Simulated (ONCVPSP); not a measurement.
# Ga: the cost of one run

The numbers are computed with ONCVPSP 4.0.1.1 (patched build) (PBEsol, scalar-relativistic, spin-unpolarised reference atom).

**1. Settings**

The settings as typed:

```json
{"element": "gallium (Ga, Z = 31)", "type": "optimised norm-conserving Vanderbilt (ONCV)", "frozen core": "[Ne]", "valence charge": "21", "reference configuration": "3s2 3p6 3d10 4s2 4p1", "partial waves": "3s+4s: rc 1.20 bohr, ncon 4, nbas 7, qcut 12.4 1/bohr, 2 projectors; 3p+4p: rc 1.15 bohr, ncon 4, nbas 8, qcut 14.9 1/bohr, 2 projectors; 3d: rc 0.75 bohr, ncon 5, nbas 10, qcut 22.5 1/bohr, local", "local potential": "the d channel", "core correction": "Teter function, fcfact 3.5, rcfact 1.1"}
```

The outer shells as boxes (Hund's rule for the drawing; the calculation is spin-unpolarised):

```
[Ne] core
3s [↑↓]
3p [↑↓][↑↓][↑↓]
3d [↑↓][↑↓][↑↓][↑↓][↑↓]
4s [↑↓]
4p [↑ ][  ][  ]
```

An earlier all-electron run gives the scale for the radii.

All-electron outer shells of the reference configuration (PBEsol, scalar-relativistic, ld1.x):

| shell | level (eV) | outermost node (bohr) | outermost maximum (bohr) |
| --- | --- | --- | --- |
| 2s | -1261.21 | 0.07 | 0.18 |
| 2p | -1098.23 | – | 0.15 |
| 3s | -147.78 | 0.27 | 0.56 |
| 3p | -98.68 | 0.24 | 0.56 |
| 3d | -19.16 | – | 0.53 |
| 4s | -8.96 | 0.81 | 1.90 |
| 4p | -2.57 | 0.87 | 2.53 |

**2. The generation run**

Contents of Ga.dat:

```
# ATOM AND REFERENCE CONFIGURATION
# atsym  z   nc   nv     iexc    psfile
  Ga 31.00    3    5  -116133      upf
#
#   n    l    f
    1    0    2.00
    2    0    2.00
    2    1    6.00
    3    0    2.00
    3    1    6.00
    3    2   10.00
    4    0    2.00
    4    1    1.00
#
# PSEUDOPOTENTIAL AND OPTIMIZATION
# lmax
    2
#
#   l,   rc,      ep,       ncon, nbas, qcut
    0    1.20    0.00    4    7   12.40
    1    1.15    0.00    4    8   14.90
    2    0.75    0.00    5   10   22.50
#
# LOCAL POTENTIAL
# lloc, lpopt,  rc(5),   dvloc0
    2    5    0.75    0.00
#
# VANDERBILT-KLEINMAN-BYLANDER PROJECTORs
# l, nproj, debl
    0    2    1.70
    1    2    1.20
    2    0    1.40
#
# MODEL CORE CHARGE
# icmod, fcfact, rcfact
    3    3.50    1.10
#
# LOG DERIVATIVE ANALYSIS
# epsh1, epsh2, depsh
   -7.00    5.00    0.04
#
# OUTPUT GRID
# rlmax, drl
    6.00    0.01
#
# TEST CONFIGURATIONS
# ncnf
    4
# nvcnf
#   n    l    f
    5
    3    0    2.00
    3    1    6.00
    3    2   10.00
    4    0    2.00
    4    1    0.00
#
    5
    3    0    2.00
    3    1    6.00
    3    2   10.00
    4    0    1.00
    4    1    0.00
#
    5
    3    0    2.00
    3    1    6.00
    3    2   10.00
    4    0    0.00
    4    1    0.00
#
    5
    3    0    2.00
    3    1    6.00
    3    2    9.00
    4    0    2.00
    4    1    1.00
#
```

On the command line:

```sh
oncvpsp.x < Ga.dat > Ga.out
```

**Question.** How long does this run take on 1 thread of Neoverse-N1, shared host?

About 5.2 s.
